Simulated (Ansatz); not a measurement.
# KCdF3: a tetragonal deformation path

The task, for KCdF3: follow a tetragonal deformation at fixed volume.

Computed with Ansatz 0.2.0 (DFT LDA, scalar-relativistic, plane waves, PAW, unless a step's input says otherwise).

### 1 The starting structure

The structure is cubic, space group Pm-3m (No. 221). The conventional cell has a = 4.382 Å, b = 4.382 Å, c = 4.382 Å, α = 90.00°, β = 90.00°, γ = 90.00°. K (site symmetry m-3m) is surrounded by 12 F at 3.10 Å. Around Cd (site symmetry m-3m) lie 6 F at 2.19 Å. F (site symmetry 4/mmm) has 2 Cd at 2.19 Å and 4 K at 3.10 Å as nearest neighbours.

As a file:

```xyz
5
Lattice="4.3821 0.0000 0.0000 0.0000 4.3821 0.0000 0.0000 0.0000 4.3821" Properties=species:S:1:pos:R:3 pbc="T T T"
K     0.0000    0.0000    0.0000
Cd    2.1910    2.1910    2.1910
F     0.0000    2.1910    2.1910
F     2.1910    0.0000    2.1910
F     2.1910    2.1910    0.0000
```

It goes back to an entry of the Materials Project, which need not be the stable form.

The cell is taken as given, not relaxed at this level.

### 2 Setting up a tetragonal deformation path

At fixed volume and fractional coordinates, lengths along (0.000, 0.000, 1.000) are scaled against those across it; ρ is that ratio over its starting value.

### 3 Point ρ = 0.707

input.yaml reads:

```yaml
crystal:
  lattice:
    - [4.9189762369, 0.0, 0.0]
    - [0.0, 4.9189762369, 0.0]
    - [0.0, 0.0, 3.4777161995]
  atoms:
    - { symbol: K, position: [0.0, 0.0, 0.0] }
    - { symbol: Cd, position: [0.5, 0.5, 0.5] }
    - { symbol: F, position: [0.0, 0.5, 0.5] }
    - { symbol: F, position: [0.5, 0.0, 0.5] }
    - { symbol: F, position: [0.5, 0.5, 0.0] }
basis:
  ecutwfc: 420
kpoints:
  mp_grid: { grid: [6, 6, 6] }
hamiltonian:
  xc: lda
scf:
  occupations: { method: gaussian, width: 0.05 }
output:
  forces: true
  stress: true
  eigenvalues: true
```

The session goes on with these runs: point ρ = 1.414; At ρ = 0.850; At ρ = 1.200; ρ = 0.780; point ρ = 1.300; At ρ = 0.920; ρ = 1.100; point ρ = 0.650; At ρ = 1.500; At ρ = 0.960; point ρ = 1.050.

Q: Predict the outcome of this session. Wanted: highest point.

**Answer**, as computed:

```
     quantity                         value
highest point  1050.1 meV/atom at ρ = 0.650
```

No sampled point lies below the undisturbed cell. No further minimum shows among the sampled points. The gap on the mesh stays between 1.15 and 2.81 eV.
